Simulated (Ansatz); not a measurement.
# B2TeC: the cost of one run

Program: Ansatz 0.2.0. Level of theory: DFT PBE, scalar-relativistic, plane waves, PAW. These are calculated values, not measurements.

## (1) The structure to begin with

The structure is tetragonal, space group P4/mmm (No. 123). The conventional cell has a = 4.576 Å, b = 4.576 Å, c = 4.230 Å, α = 90.00°, β = 90.00°, γ = 90.00°. B (site symmetry mmm) is surrounded by 2 Te at 2.29 Å. Te (site symmetry 4/mmm) has 2 C at 2.12 Å and 4 B at 2.29 Å as nearest neighbours. C (site symmetry 4/mmm) has 2 Te at 2.12 Å as nearest neighbours.

As a file:

```cif
data_structure
_symmetry_space_group_name_H-M 'P4/mmm'
_symmetry_Int_Tables_number 123
_cell_length_a 4.5758
_cell_length_b 4.5758
_cell_length_c 4.2301
_cell_angle_alpha 90.000
_cell_angle_beta 90.000
_cell_angle_gamma 90.000
_cell_volume 88.57
loop_
_atom_site_label
_atom_site_type_symbol
_atom_site_symmetry_multiplicity
_atom_site_Wyckoff_symbol
_atom_site_fract_x
_atom_site_fract_y
_atom_site_fract_z
_atom_site_occupancy
B1 B 2 e 0.00000 0.50000 0.50000 1
Te1 Te 1 b 0.00000 0.00000 0.50000 1
C1 C 1 a 0.00000 0.00000 0.00000 1
```

The cell was relaxed beforehand at this level, from a generated guess; it is a trial structure. At a tolerance of 0.05 Å it has space group P4/mmm (No. 123); it has 22.14 Å³/atom, an uncorrected energy of +3.28 eV/atom over the elements.

## (2) Bands, states and charges

input.yaml

```yaml
crystal:
  lattice:
    - [4.5757926361, 0.0, 0.0]
    - [0.0, 4.5757926361, 0.0]
    - [0.0, 0.0, 4.2300532551]
  atoms:
    - { symbol: B, position: [0.0, 0.5, 0.5] }
    - { symbol: B, position: [0.5, 0.0, 0.5] }
    - { symbol: Te, position: [0.0, 0.0, 0.5] }
    - { symbol: C, position: [0.0, 0.0, 0.0] }
basis:
  ecutwfc: 420
kpoints:
  mp_grid: { grid: [10, 10, 12] }
  band_path:
    path:
      - [[0.0, 0.0, 0.0], [0.0, 0.5, 0.0], [0.5, 0.5, 0.0], [0.0, 0.0, 0.0], [0.0, 0.0, 0.5], [0.0, 0.5, 0.5], [0.5, 0.5, 0.5], [0.0, 0.0, 0.5]]
      - [[0.0, 0.5, 0.0], [0.0, 0.5, 0.5]]
      - [[0.5, 0.5, 0.0], [0.5, 0.5, 0.5]]
    npoints: 14
hamiltonian:
  xc: pbe
scf:
  occupations: { method: gaussian, width: 0.1 }
  n_extra_bands: 10
output:
  forces: true
  stress: true
  eigenvalues: true
  populations: true
  dos: { projected: true, de: 0.02, nscf_kmesh: { grid: [12, 12, 15] } }
  bader: true
```

The run is started by

```bash
$ ansatz run input.yaml --threads 1 --pin off --max-ram 2048MiB --backend cpu --events-out ev --progress --plain --runs-dir out
```

**Question.** How long does this run take on 1 thread of Intel Xeon Platinum 8488C (Sapphire Rapids), shared host, and how much memory does it need?

About 70 s, with a peak of 0.7 GiB.
